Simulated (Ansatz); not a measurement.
**CH4SeSi (SMILES C[SiH]=[Se]): a rigid scan of the angle H6–C1–H4**

One table from this session's results is given with a row withheld; the runs are named, their logs left out.

Computed with Ansatz 0.2.0, Gaussian basis. Level: single points in def2-TZVPP.

Levels: PBE-D4, r2SCAN-D4, PBE0-D4, B3LYP-D4, wB97M-V, Hartree-Fock, MP2, CCSD, CCSD(T). The scan takes 83.1, 89.1, 95.1, 101.1, 107.1, 113.1, 119.1, 125.1, 131.1°.

Cores are frozen in the correlated methods. Filled d shells of the heavier atoms are correlated. B3LYP uses VWN-RPA correlation.

172 further runs of the same task are left out: 172 set aside as unsound or not needed.

## Where the work starts

The minimum, relaxed at PBE0-D4: 7 atoms, charge 0, spin multiplicity 1.

Atoms are counted from 1 here; the program's logs count them from 0.

Bond lengths: C1–Si2 1.854 Å, C1–H4 1.095 Å, C1–H5 1.090 Å, C1–H6 1.095 Å, Si2–Se3 2.076 Å, Si2–H7 1.488 Å. Angles: Si2–C1–H4 109.7°, Si2–C1–H5 111.3°, Si2–C1–H6 109.7°, H4–C1–H5 109.5°, H4–C1–H6 107.1°, H5–C1–H6 109.4°, C1–Si2–Se3 127.3°, C1–Si2–H7 109.6°, Se3–Si2–H7 123.1°.

As a file:

```
C    -0.72448    0.44570   -0.24147
Si    0.82718   -0.44919    0.23786
Se    0.98087   -2.19583    1.34901
H    -0.69493    1.46917    0.14591
H    -1.60874   -0.06228    0.14235
H    -0.78873    0.51534   -1.33208
H     2.00882    0.27708   -0.30159
```

Energies of the minimum (eV), from earlier single points: PBE-D4 -74315.47821, r2SCAN-D4 -74329.12466, PBE0-D4 -74318.49110, B3LYP-D4 -74332.67946, wB97M-V -74325.78712, CCSD(T) -74277.11703.

At the minimum the angle H6–C1–H4 is 107.1°.

Set-up of the first run:

pbe-tzvpp/in.yaml reads:

```yaml
crystal:
  periodic: [false, false, false]
  atoms:
    - {symbol: C, position_ang: [-0.724481, 0.445696, -0.241468]}
    - {symbol: Si, position_ang: [0.827184, -0.449185, 0.237865]}
    - {symbol: Se, position_ang: [0.980870, -2.195829, 1.349012]}
    - {symbol: H, position_ang: [-0.694931, 1.469168, 0.145907]}
    - {symbol: H, position_ang: [-1.608743, -0.062280, 0.142350]}
    - {symbol: H, position_ang: [-0.778637, 0.954275, -1.209370]}
    - {symbol: H, position_ang: [2.008825, 0.277076, -0.301594]}
basis:
  gaussian: {orbitals: def2-TZVPP}
hamiltonian: {xc: pbe, dispersion: d4}
output: {forces: true}
```

r2scan-tzvpp/in.yaml differs from pbe-tzvpp/in.yaml so:

```diff
-hamiltonian: {xc: pbe, dispersion: d4}
+hamiltonian: {xc: r2scan, dispersion: d4}
```

pbe0-tzvpp/in.yaml:

```diff
-hamiltonian: {xc: pbe, dispersion: d4}
-output: {forces: true}
+hamiltonian: {xc: pbe0, dispersion: d4}
+output: {forces: true, orbitals: {seedname: orbitals}}
```

b3lyp-tzvpp/in.yaml:

```diff
-hamiltonian: {xc: pbe, dispersion: d4}
+hamiltonian: {xc: {name: B3LYP}, dispersion: d4}
```

wb97mv-tzvpp/in.yaml:

```diff
-hamiltonian: {xc: pbe, dispersion: d4}
-output: {forces: true}
+hamiltonian: {xc: {name: wB97M-V}}
```

ccsdt-tzvpp/in.yaml:

```diff
-hamiltonian: {xc: pbe, dispersion: d4}
-output: {forces: true}
+correlation: {method: ccsd_t}
```

The same command starts each run, in its folder.

Launch:

```sh
$ ansatz run in.yaml --threads 2 --pin off --events-out ev --progress --plain --max-ram 4352MiB
```

Steps of the session up to this table: H6–C1–H4 = 83.1°; H6–C1–H4 = 89.1°; H6–C1–H4 = 95.1°; H6–C1–H4 = 101.1°; H6–C1–H4 = 107.1°; H6–C1–H4 = 113.1°; H6–C1–H4 = 119.1°; H6–C1–H4 = 125.1°; H6–C1–H4 = 131.1°.

One of the session's tables, all rows but one given; the rest of the session is left out.

Energies less that of the minimum at the same level (kJ/mol):

```
      angle (°)  PBE-D4  PBE0-D4  B3LYP-D4  wB97M-V  Hartree-Fock
           83.1    37.1     38.9      39.4     38.8          45.1
           89.1       ?        ?         ?        ?             ?
           95.1     9.2      9.7       9.8      9.7          11.4
          101.1     2.3      2.4       2.4      2.4           2.9
          107.1     0.0      0.0       0.0      0.0           0.0
107.1 (minimum)     0.0      0.0       0.0      0.0           0.0
          113.1     2.4      2.4       2.5      2.4           2.8
          119.1     9.3      9.6       9.9      9.6          11.1
          125.1    20.8     21.5      22.1     21.5          25.1
          131.1    36.7     38.1      39.0     38.0          44.4
```

Q: Estimate the row for angle (°) = 89.1 from the others.

Worked estimate for «PBE-D4». A straight line through the neighbours (83.1, 37.1) and (95.1, 9.2) gives 37.1 + (9.2 − 37.1) × (89.1 − 83.1) / (95.1 − 83.1) = 23.1; a parabola fitted to 3 rows on both sides gives 20.8.

The run gave: PBE-D4: 20.8; PBE0-D4: 21.9; B3LYP-D4: 22.1; wB97M-V: 21.9; Hartree-Fock: 25.5. In «PBE-D4» the line misses by +2.3 and the parabola by 0.0.
